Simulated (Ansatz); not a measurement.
# GaH₄+ (triplet): wave-function methods side by side at distance Ga1–H4 = 5.611 Å, cc-pVDZ

One table from this session's results is given with a row withheld; the runs are named, their logs left out.

Method: cc-pVDZ, core rule «outside noble gas», up to 14 orbitals frozen; program: Ansatz 0.2.0, Gaussian basis.

To be run: UHF; CCSD(T) on ROHF; CCSD(T) on UHF; BCCD(T) on ROHF; CISD as a restricted active space (open shells left free, so some higher excitations enter); CCSDT(Q) on ROHF; CCSDT(Q) on UHF; CASSCF and MRCISD+Q, 4 electrons in 4 orbitals; CASSCF and NEVPT2, 4 electrons in 4 orbitals; Full CI.

29 further runs of the same task are left out: 10 for a known fault of the program, 12 that didn't finish, 7 set aside as unsound or not needed. Runs told in other sessions of the task aren't counted.

## The system

The geometry derives from a PBE0/def2-TZVP stationary point (not a proven minimum). One bond is set to the value named and the two fragments are kept rigid. No spin-orbit coupling is included. The filled d shell of Ga may be among the frozen orbitals whatever the setting's name suggests.

5 atoms, charge 1, spin multiplicity 3.

Atoms are counted from 1 here; the program's logs count them from 0.

Bond lengths: Ga1–H2 1.643 Å, Ga1–H3 1.643 Å, Ga1–H5 1.643 Å. Angles: H2–Ga1–H3 69.0°, H2–Ga1–H5 132.8°, H3–Ga1–H5 132.8°.

The first run:

File in.yaml:

```yaml
crystal:
  periodic: [false, false, false]
  atoms:
    - {symbol: Ga, position_ang: [0.021586, -0.021534, 0.044842]}
    - {symbol: H, position_ang: [0.674090, 0.642571, 1.398711]}
    - {symbol: H, position_ang: [-0.640929, -0.675628, 1.398723]}
    - {symbol: H, position_ang: [-2.212048, 2.206670, -4.595127]}
    - {symbol: H, position_ang: [0.685682, -0.684040, -1.304165]}
basis:
  gaussian: {orbitals: cc-pVDZ}
total_charge: 1
magnetization: {spin_polarized: true, initial_magnetization: 2}
hamiltonian: {xc: hf}
output: {orbitals: {seedname: orbitals}}
```

On the command line:

```sh
$ ansatz run in.yaml --threads 1 --pin off --events-out ev --progress --plain --max-ram 2393MiB
```

Steps of the session up to this table: UHF; CCSD(T) on ROHF; CCSD(T) on UHF; BCCD(T) on ROHF; CISD as a restricted active space (open shells left free, so some higher excitations enter); CCSDT(Q) on ROHF; CCSDT(Q) on UHF; CASSCF and MRCISD+Q, 4 electrons in 4 orbitals; CASSCF and NEVPT2, 4 electrons in 4 orbitals; Full CI.

One table of the session follows, with a row left open; its other results are not shown here.

| method | from FCI (kJ/mol) |
| --- | --- |
| ROHF | +235.9 |
| UHF | +211.6 |
| RMP2 | ? |
| UMP2 | +64.2 |
| RCCSD | +5.5 |
| UCCSD | +4.9 |
| RCCSD(T) | +1.7 |
| UCCSD(T) | +1.5 |
| BCCD(T) | +1.7 |
| RCCSDT | +0.1 |
| UCCSDT | -0.1 |
| RCCSDT(Q) | +0.1 |
| UCCSDT(Q) | -0.1 |
| FCI | 0 |

Estimate the missing values for RMP2.

As computed: from FCI (kJ/mol): +63.7. In the column «from FCI (kJ/mol)» it lies between RCCSD (+5.5) and UMP2 (+64.2).

Not comparable, so not listed: CISD as a restricted active space (open shells left free, so some higher excitations enter) (they don't share determinant, frozen orbitals or solution with the rows shown, or repeat one).

To keep in mind: Left out of the table: CASSCF pair, NEVPT2 pair, MRCISD pair, MRCISD+Q pair (the active space lost an orbital or holds another state than full CI finds). Levels on UHF freeze UHF's core orbitals, full CI those of ROHF, so the U rows can settle a little off it for that reason alone. Restricted and unrestricted rows rest on different reference determinants; a gap between their highest levels can come from leftover correlation error, from unlike frozen cores or from another state. Warnings in the runs' records: passed over end.
